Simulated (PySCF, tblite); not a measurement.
# C₅H₉FO₃Si: geometry, infrared bands and NMR shifts

Wanted: the infrared bands and NMR shifts of C₅H₉FO₃Si (`O=C[C@@H]1C[SiH2]CO[C@H](F)O1`), by calculation.

The runs use tblite 0.8.0 and PySCF 2.14.0, with density-fitted response routines of our own; the level of theory stands in each step. All values are computed, except where a source is named. Atoms are numbered from 0 throughout.

## 1. Starting geometry

19 atoms, charge 0, multiplicity 1; geometry from: force field or distance geometry start.

Bonds of the start (Å): O0–C1 1.26, C1–C2 1.49, C2–C3 1.50, C3–Si4 1.89, Si4–C5 1.85, C5–O6 1.39, O6–C7 1.37, C7–F8 1.38, C7–O9 1.39, O9–C2 1.39, C1–H10 1.06, C2–H11 1.12, C3–H12 1.11, C3–H13 1.11, Si4–H14 1.47, Si4–H15 1.47, C5–H16 1.12, C5–H17 1.10, C7–H18 1.13.

## 2. Geometry optimisation with GFN2-xTB

Job settings and geometry (Å):

```
{"job": {"kind": "relax", "xc": "GFN2-xTB", "basis": "xTB"}, "charge": 0, "multiplicity": 1}
O      3.219300     0.237100     0.940400
C      2.474200     0.876100     0.156800
C      1.076900     0.368800     0.093800
C      0.994800    -1.061600    -0.335100
Si    -0.823100    -1.558500    -0.393800
C     -1.879600    -0.379800     0.568600
O     -1.210500     0.789600     0.904700
C     -0.862000     1.583700    -0.155000
F     -1.925800     1.601900    -1.038800
O      0.288500     1.106900    -0.780800
H      2.848600     1.699400    -0.391400
H      0.690600     0.417200     1.144600
H      1.454500    -1.671800     0.471500
H      1.468000    -1.257100    -1.315000
H     -1.258000    -1.550600    -1.802200
H     -0.983300    -2.879300     0.222800
H     -2.187800    -0.850400     1.540400
H     -2.777600    -0.095700    -0.007500
H     -0.617400     2.633100     0.168600
```

Launch:

```console
$ OMP_NUM_THREADS=1 python probes_run.py task.json out
```

One launch serves the whole session: the jobs run in the order shown.

**Question.** This job is followed by: GFN2-xTB harmonic vibrations, gas phase; GIAO PBE0/pcSseg-1 NMR shielding, non-relativistic, gas phase. Predict these results of the whole session: strongest single infrared mode (GFN2-xTB); zero-point energy (GFN2-xTB); ¹³C shifts against TMS (PBE0/pcSseg-1); ¹H shifts against TMS (PBE0/pcSseg-1); ¹⁷O shifts against H2O (PBE0/pcSseg-1); ²⁹Si shifts against TMS (PBE0/pcSseg-1); ¹⁹F shifts against CFCl3 (PBE0/pcSseg-1); surface potential, 1st and 99th percentile.

As calculated:

| quantity | value |
| --- | --- |
| strongest single infrared mode (GFN2-xTB) | 2236 cm⁻¹, 364 km/mol |
| zero-point energy (GFN2-xTB) | 84.5 kcal/mol |
| ¹³C shifts against TMS (PBE0/pcSseg-1) | 203.4, 122.1, 76.4, 53.5, 19.3 ppm |
| ¹H shifts against TMS (PBE0/pcSseg-1) | 9.95, 6.20, 4.64, 4.13, 4.12, 4.01, 3.83, 1.82, 1.43 ppm |
| ¹⁷O shifts against H2O (PBE0/pcSseg-1) | 664.7, 129.3, 88.5 ppm |
| ²⁹Si shifts against TMS (PBE0/pcSseg-1) | -52.0 ppm |
| ¹⁹F shifts against CFCl3 (PBE0/pcSseg-1) | -115.7 ppm |
| surface potential, 1st and 99th percentile | -1.39 V and 1.29 V |

What this shows: The optimisation took 115 steps and gained 0.932 eV; among the close pairs (by a distance rule), Si4–C5 changed most, from 1.852 to 1.921 Å. All 51 modes are real, so the xTB geometry is a minimum. The strongest single mode, at 2236 cm⁻¹, moves mainly H15. GFN2-xTB is a fitted tight-binding method: band positions and strengths are rough. Its intensities can rank the bands wrongly. The most deshielded carbon is C1 (aldehyde carbonyl carbon), at 203.4 ppm: low-lying n→π* states of the double bond to the heteroatom give a large paramagnetic term (-266 ppm). The most deshielded hydrogen is H10 (hydrogen on an aldehyde carbonyl carbon), at 9.95 ppm: the formyl region, downfield of aromatic protons. At PBE0/pcSseg-1: Shielding is most anisotropic at O0 (span 1311 ppm, paramagnetic term -723 ppm). By nearest atom (PBE0/pcSseg-1), the HOMO sits on O0 55 %; H10 13 % and the LUMO on C1 41 %; O0 31 %.
